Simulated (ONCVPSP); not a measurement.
# Mn: generating and testing an ONCV potential

Do these settings give a usable potential? It is generated, then checked for transferability, scattering, ghosts and hardness.

Program: ONCVPSP 4.0.1. Reference atom: LDA (Perdew-Wang 92), scalar-relativistic, spherical and spin-unpolarised. All values are calculated.

## 1. The atom and the settings

The settings as typed:

```json
{
  "element": "manganese (Mn, Z = 25)",
  "type": "optimised norm-conserving Vanderbilt (ONCV)",
  "frozen core": "[Ar]",
  "valence charge": "7",
  "reference configuration": "3d5 4s2",
  "partial waves": "4s: rc 2.55 bohr, ncon 3, nbas 6, qcut 2.6 1/bohr, 1 projector; p scattering state at 0.02 Ha: rc 2.40 bohr, ncon 3, nbas 6, qcut 3 1/bohr, 2 projectors, debl 1.4 Ha; 3d: rc 1.35 bohr, ncon 3, nbas 8, qcut 9.2 1/bohr, 1 projector",
  "local potential": "polynomial inside 1.10 bohr (lpopt 5, dvloc0 6 Ha)",
  "core correction": "not asked for"
}
```

The outer shells as boxes (Hund's rule for the drawing; the calculation is spin-unpolarised):

```
[Ar] core
3d [↑ ][↑ ][↑ ][↑ ][↑ ]
4s [↑↓]
```

The nodes and maxima of the atom's own shells, from an earlier all-electron run, set the scale for the radii.

All-electron outer shells of the reference configuration (LDA (PZ), scalar-relativistic, ld1.x):

```
shell  level (eV)  outermost node (bohr)  outermost maximum (bohr)
   3p      -54.49                   0.31                      0.75
   3d       -7.01                      –                      0.75
   4s       -5.29                   1.06                      2.47
   4p       -1.47                   1.16                      3.38
```

## 2. The generation run

Contents of Mn.dat:

```
# ATOM AND REFERENCE CONFIGURATION
# atsym  z   nc   nv     iexc    psfile
  Mn 25.00    5    2  -001012      upf
#
#   n    l    f
    1    0    2.00
    2    0    2.00
    2    1    6.00
    3    0    2.00
    3    1    6.00
    3    2    5.00
    4    0    2.00
#
# PSEUDOPOTENTIAL AND OPTIMIZATION
# lmax
    2
#
#   l,   rc,      ep,       ncon, nbas, qcut
    0    2.55    0.00    3    6    2.60
    1    2.40    0.02    3    6    3.00
    2    1.35    0.00    3    8    9.20
#
# LOCAL POTENTIAL
# lloc, lpopt,  rc(5),   dvloc0
    4    5    1.10    6.00
#
# VANDERBILT-KLEINMAN-BYLANDER PROJECTORs
# l, nproj, debl
    0    1    1.60
    1    2    1.40
    2    1    3.00
#
# MODEL CORE CHARGE
# icmod, fcfact, rcfact
    0    0.00    0.00
#
# LOG DERIVATIVE ANALYSIS
# epsh1, epsh2, depsh
   -2.00    5.00    0.02
#
# OUTPUT GRID
# rlmax, drl
    6.00    0.01
#
# TEST CONFIGURATIONS
# ncnf
    4
# nvcnf
#   n    l    f
    2
    3    2    5.00
    4    0    1.00
#
    2
    3    2    5.00
    4    0    0.00
#
    2
    3    2    4.00
    4    0    0.00
#
    2
    3    2    4.00
    4    0    2.00
#
```

Run with:

```
$ oncvpsp.x < Mn.dat > Mn.out
```

Before running it: what results should come out? Wanted: cutoffs for 1 and 0.1 mHa per electron, occupied waves; bound ghosts; GHOST(+) flags; largest test error; largest phase difference near zero energy, channels read; projector energies reset by the program.

The runs gave:

```
                                                quantity                                     value
  cutoffs for 1 and 0.1 mHa per electron, occupied waves                           39 Ha and 75 Ha
                                            bound ghosts                            s at -10.88 eV
                                          GHOST(+) flags                        none at low energy
                            largest test error (AE − PS)  -3.4 meV, for 3d5 4s1 (3 tests unsolved)
largest phase difference near zero energy, channels read                                 0.099 rad
                 projector energies reset by the program                        p: 0.050, 1.450 Ha
```

It has a bound ghost (s), a state that the atom doesn't have, and that rules the file out. The worst unpolarised test, 3d5 4s1, is off by 3.4 meV on 8.6 eV; by total energies transferability rates as very good where solved. Atomic tests can pass in spite of a ghost, since they solve only for the levels asked. Of the tests 3 gave no usable energy difference, which is a warning in itself. It counts as hard, with 39 Ha needed at the looser tolerance. At the looser tolerance the 3d wave is the slowest; 4s needs 3 Ha. Of the channels read, s scatters worst near zero energy, by up to 0.10 rad. The pseudo curves have a pole with no partner nearby in the atom's: s at -0.40 Ha. All of this concerns the isolated atom, not yet a solid.
